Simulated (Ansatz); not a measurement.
# AlV6Ga: the cost of one run

Program: Ansatz 0.2.0. Level of theory: DFT r2SCAN, scalar-relativistic, plane waves, PAW. These are calculated values, not measurements.

## 1. The system as given

Symmetry: Pm-3, No. 200, cubic system. Conventional cell: a = 4.775 Å, b = 4.775 Å, c = 4.775 Å, α = 90.00°, β = 90.00°, γ = 90.00°. Al (site symmetry m-3) is surrounded by 12 V at 2.66 Å. V (site symmetry mm2) has 2 V at 2.37 to 2.41 Å and 2 Al at 2.66 Å and 2 Ga at 2.67 Å as nearest neighbours. Around Ga (site symmetry m-3) lie 12 V at 2.67 Å.

Structure file:

```cif
data_structure
_symmetry_space_group_name_H-M 'Pm-3'
_symmetry_Int_Tables_number 200
_cell_length_a 4.7752
_cell_length_b 4.7752
_cell_length_c 4.7752
_cell_angle_alpha 90.000
_cell_angle_beta 90.000
_cell_angle_gamma 90.000
_cell_volume 108.89
loop_
_atom_site_label
_atom_site_type_symbol
_atom_site_symmetry_multiplicity
_atom_site_Wyckoff_symbol
_atom_site_fract_x
_atom_site_fract_y
_atom_site_fract_z
_atom_site_occupancy
Al1 Al 1 b 0.50000 0.50000 0.50000 1
V1 V 6 f 0.00000 0.50000 0.74776 1
Ga1 Ga 1 a 0.00000 0.00000 0.00000 1
```

The structure comes from the Materials Project (structure only).

## 2. Self-consistent density

File input.yaml:

```yaml
crystal:
  lattice:
    - [4.77518726, 0.0, 0.0]
    - [0.0, 4.77518726, 0.0]
    - [0.0, 0.0, 4.77518726]
  atoms:
    - { symbol: Al, position: [0.5, 0.5, 0.5] }
    - { symbol: V, position: [0.0, 0.5, 0.74776429], spin: 2.0 }
    - { symbol: V, position: [0.5, 0.25223571, 0.0], spin: 2.0 }
    - { symbol: V, position: [0.74776429, 0.0, 0.5], spin: 2.0 }
    - { symbol: V, position: [0.0, 0.5, 0.25223571], spin: 2.0 }
    - { symbol: V, position: [0.5, 0.74776429, 0.0], spin: 2.0 }
    - { symbol: V, position: [0.25223571, 0.0, 0.5], spin: 2.0 }
    - { symbol: Ga, position: [0.0, 0.0, 0.0] }
magnetization:
  spin_polarized: true
basis:
  ecutwfc: 500
  fft_grid_basis: typed
kpoints:
  mp_grid: { grid: [8, 8, 8] }
hamiltonian:
  xc: r2scan
  pseudopotentials: { kind: paw }
scf:
  occupations: { method: gaussian, width: 0.05 }
output:
  forces: true
  stress: true
  eigenvalues: true
  bader: true
  write_density: true
  volumetric_format: npy
  populations: true
  elf: true
```

Command:

```sh
$ ansatz run input.yaml --threads 2 --pin off --max-ram 4096MiB --backend cpu --events-out ev --progress --plain --runs-dir out
```

What time and memory should one allow on 2 threads of Intel Xeon at 2.50GHz (Skylake/Cascade Lake), shared host?

About 6.3 min, with a peak of 1.5 GiB.
